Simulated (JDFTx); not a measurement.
# Cl2Si in JDFTx: the effect of solvation model

The system is Cl2Si, in a box.

```xyz
3
Lattice="11.0000 0.0000 0.0000 0.0000 13.0000 0.0000 0.0000 0.0000 10.0000" Properties=species:S:1:pos:R:3 pbc="T T T"
Cl    5.9537    8.1196    5.4140
Si    4.8898    6.5054    4.6540
Cl    6.1362    4.9224    5.1600
```

Alike in all runs:

* Program: JDFTx 1.7.0 (patched build)
* Task: solvation
* Functional: BLYP
* Potentials or basis: PseudoDojo-SR-PBE-0.5-standard with smoothed tails
* Cutoff: 789 eV
* Density cutoff: 3157 eV
* k mesh: 1 × 1 × 1
* Occupations: fixed
* Spin: no spin polarisation

```csv
solvation model,largest force (eV/Å)
GLSSA13 NonlinearPCM,1.18
CANDLE LinearPCM,?
SCCS_g09beta LinearPCM,1.02
SCCS_g09 LinearPCM,1.02
```

**Question.** What does the run with solvation model CANDLE LinearPCM give?

**Answer.** Largest force 1.14 eV/Å.

Caveats: forces may be off by hundredths of an eV/Å; the cores' own exchange energy is taken off the total, which shifts forces and pressure where cores overlap; forces in the liquid are good to some per cent; the liquid is a continuum model, checked here against plausible ranges alone; the potentials were made for another functional, which shifts forces and pressure.
